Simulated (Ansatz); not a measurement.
# CH₆SSiSn: a ladder of functionals and wavefunction methods

One table from this session's results is given with a row withheld; the runs are named, their logs left out.

Method: functionals in def2-TZVPP, the program's frozen cores in correlated methods; program: Ansatz 0.2.0, Gaussian basis.

The runs, in order: PBE-D4, r2SCAN-D4, PBE0-D4, B3LYP-D4, ωB97X-V, ωB97M-V, B2PLYP; CCSD(T)/def2-TZVPP; MP2/def2-QZVPP; extrapolation to the limit.

## Structure used throughout

An earlier PBE0-D4 in a triple-zeta def2 set relaxation fixed the geometry. Sn takes the def2 core potential; no spin-orbit term is included.

SMILES `C1[SiH2][SnH2][S]1`, 10 atoms, charge 0, spin multiplicity 1.

Atoms are counted from 1 here; the program's logs count them from 0.

Bond lengths: C1–Si2 1.893 Å, C1–S4 1.838 Å, C1–H5 1.092 Å, C1–H6 1.092 Å, Si2–Sn3 2.543 Å, Si2–H7 1.490 Å, Si2–H8 1.487 Å, Sn3–S4 2.443 Å, Sn3–H9 1.711 Å, Sn3–H10 1.708 Å. Angles: Si2–C1–S4 104.8°, Si2–C1–H5 113.2°, Si2–C1–H6 111.9°, S4–C1–H5 108.7°, S4–C1–H6 109.9°, H5–C1–H6 108.2°, C1–Si2–Sn3 85.9°, C1–Si2–H7 115.9°, C1–Si2–H8 111.0°, Sn3–Si2–H7 123.5°, Sn3–Si2–H8 110.0°, H7–Si2–H8 108.7°, Si2–Sn3–S4 72.7°, Si2–Sn3–H9 122.1°, Si2–Sn3–H10 123.3°, S4–Sn3–H9 112.0°, S4–Sn3–H10 112.6°, H9–Sn3–H10 108.2° and more.

Geometry (Å):

```xyz
10

C    -1.2446    0.5184   -0.4960
Si   -0.3875   -1.1147   -0.0698
Sn    1.5903    0.3175    0.6405
S     0.1261    1.7226   -0.7204
H    -1.8254    0.4716   -1.4195
H    -1.9061    0.8522    0.3060
H    -1.1271   -2.0151    0.8591
H    -0.0482   -1.8745   -1.3022
H     1.7533    0.9153    2.2353
H     3.1524    0.1555   -0.0300
```

The first run:

Contents of in.yaml:

```yaml
crystal:
  periodic: [false, false, false]
  atoms:
    - {symbol: C, position_ang: [-1.244599, 0.518406, -0.495971]}
    - {symbol: Si, position_ang: [-0.387479, -1.114742, -0.069836]}
    - {symbol: Sn, position_ang: [1.590327, 0.317527, 0.640537]}
    - {symbol: S, position_ang: [0.126053, 1.722600, -0.720445]}
    - {symbol: H, position_ang: [-1.825449, 0.471649, -1.419485]}
    - {symbol: H, position_ang: [-1.906067, 0.852235, 0.305952]}
    - {symbol: H, position_ang: [-1.127130, -2.015098, 0.859131]}
    - {symbol: H, position_ang: [-0.048157, -1.874529, -1.302154]}
    - {symbol: H, position_ang: [1.753272, 0.915310, 2.235294]}
    - {symbol: H, position_ang: [3.152429, 0.155543, -0.030024]}
basis:
  gaussian: {orbitals: def2-TZVPP}
hamiltonian: {xc: pbe, dispersion: d4}
output: {forces: true, orbitals: {seedname: orbitals}}
```

The run is started by

```
$ ansatz run in.yaml --threads 4 --pin off --events-out ev --progress --plain --max-ram 10444MiB
```

Among the steps run: PBE-D4 (GGA); r2SCAN-D4 (meta-GGA); PBE0-D4 (hybrid); B3LYP-D4 (hybrid); ωB97X-V (range-separated); ωB97M-V (range-separated); B2PLYP (double hybrid); CCSD(T) in def2-TZVPP; MP2 in def2-QZVPP.

One table of the session follows, with a row left open; its other results are not shown here.

```
            method  atomisation energy (kcal/mol)
            PBE-D4                          728.0
         r2SCAN-D4                          724.8
           PBE0-D4                          722.0
          B3LYP-D4                          718.8
           ωB97X-V                          731.0
           ωB97M-V                              ?
            B2PLYP                          708.3
     HF/def2-TZVPP                          518.8
    MP2/def2-TZVPP                          703.9
   CCSD/def2-TZVPP                          693.2
CCSD(T)/def2-TZVPP                          705.1
           MP2/CBS                          726.6
       CCSD(T)/CBS                          727.8
```

**Question.** Estimate the row for ωB97M-V.

As computed: atomisation energy (kcal/mol): 725.0. In the column «atomisation energy (kcal/mol)» it lies between r2SCAN-D4 (724.8) and MP2/CBS (726.6).

Caveats from the session: Free atoms (1 C, 1 Si, 1 Sn, 1 S, 6 H) were run apart at each level; the atomisation energy is their sum less the molecule, without zero-point or spin-orbit terms.
